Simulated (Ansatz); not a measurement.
# CH₇ClSi (built from SMILES C[SiH2]Cl.[H][H]): search for a transition state

Aim: find the saddle point of a four-centre ligand exchange that is to form Si1–H7, Cl2–H6 and break Si1–Cl2, H6–H7, prove it by its vibrations, and relax downhill on both sides to see what it joins.

Method: PBE0-D4, def2-SVP first, then def2-TZVP; program: Ansatz 0.2.0, Gaussian basis.

152 further runs of the same task are left out: 152 set aside as unsound or not needed.

## (1) Where the work starts

The guess: 10 atoms, charge 0, spin multiplicity 1.

Atoms are counted from 1 here; the program's logs count them from 0.

Bond lengths: Si1–H3 1.473 Å, Si1–H4 1.461 Å, Si1–C5 1.891 Å, Cl2–H6 1.614 Å, C5–H8 1.084 Å, C5–H9 1.085 Å, C5–H10 1.085 Å. Angles: H3–Si1–H4 104.1°, H3–Si1–C5 106.9°, H4–Si1–C5 121.7°, Si1–C5–H8 111.9°, Si1–C5–H9 110.4°, Si1–C5–H10 111.4°, H8–C5–H9 107.6°, H8–C5–H10 107.7°, H9–C5–H10 107.6°.

Geometry (Å):

```xyz
10
CH7ClSi
Si   -0.2605   -0.6440    0.3852
Cl    1.9946   -1.3661   -0.7224
H    -0.8010   -1.7738   -0.3906
H    -0.6806   -0.9199    1.7568
C    -0.7750    0.9378   -0.5138
H     1.9406   -0.2723    0.4637
H     1.2406    0.2486    1.1341
H    -0.8065    1.7914    0.1544
H    -1.7632    0.8228   -0.9473
H    -0.0889    1.1755   -1.3200
```

Distances that are to change: Si1–H7 1.90 Å, Cl2–H6 1.61 Å, Si1–Cl2 2.61 Å, H6–H7 1.10 Å.

## (2) Relaxing the guess with the reacting distances held

Input file hold/in.yaml:

```yaml
crystal:
  periodic: [false, false, false]
  atoms:
    - {symbol: Si, position_ang: [-0.260500, -0.644000, 0.385200]}
    - {symbol: Cl, position_ang: [1.994600, -1.366100, -0.722400]}
    - {symbol: H, position_ang: [-0.801000, -1.773800, -0.390600]}
    - {symbol: H, position_ang: [-0.680600, -0.919900, 1.756800]}
    - {symbol: C, position_ang: [-0.775000, 0.937800, -0.513800]}
    - {symbol: H, position_ang: [1.940600, -0.272300, 0.463700]}
    - {symbol: H, position_ang: [1.240600, 0.248600, 1.134100]}
    - {symbol: H, position_ang: [-0.806500, 1.791400, 0.154400]}
    - {symbol: H, position_ang: [-1.763200, 0.822800, -0.947300]}
    - {symbol: H, position_ang: [-0.088900, 1.175500, -1.320000]}
basis:
  gaussian: {orbitals: def2-SVP}
hamiltonian: {xc: pbe0, dispersion: d4}
relax: {f_tol: 0.04, max_steps: 150, escape_saddle: false, constraints: [{distance: [0, 6]}, {distance: [1, 5]}, {distance: [0, 1]}, {distance: [5, 6]}]}
```

Command:

```bash
$ ansatz run in.yaml --threads 4 --pin off --events-out ev --progress --plain --max-ram 9574MiB
```

The runs that follow: A starting Hessian; Saddle search in the small basis; Saddle search in triple zeta; Checking the order of the point; Relaxing after a step of 0.30 Å one way along the mode; Relaxing after a step of 0.30 Å the other way along the mode.

Q: Predict the outcome of this session. Wanted: imaginary mode; barrier from the start side; barrier from the end side; energy of the step; pairs that change; zero-point energy at the saddle.

**Answer**, as computed:

```
                       quantity                                                       value
                 imaginary mode                                                   774i cm⁻¹
    barrier from the start side                                               50.7 kcal/mol
      barrier from the end side                                               32.5 kcal/mol
             energy of the step                                              +18.2 kcal/mol
              pairs that change  Si1–H7 formed, Cl2–H6 formed, Si1–Cl2 broken, H6–H7 broken
zero-point energy at the saddle                                                    1.883 eV
```

What this shows: The point has a single imaginary mode (774i cm⁻¹), as a transition state must. It joins the planned start and end. At PBE0-D4/def2-TZVP the electronic barrier is 50.7 kcal/mol, about 86 kT at 298 K, and the step runs 18.2 kcal/mol uphill. A step off the saddle overshot and began above it in energy, so the link to its end is likely but not proven.
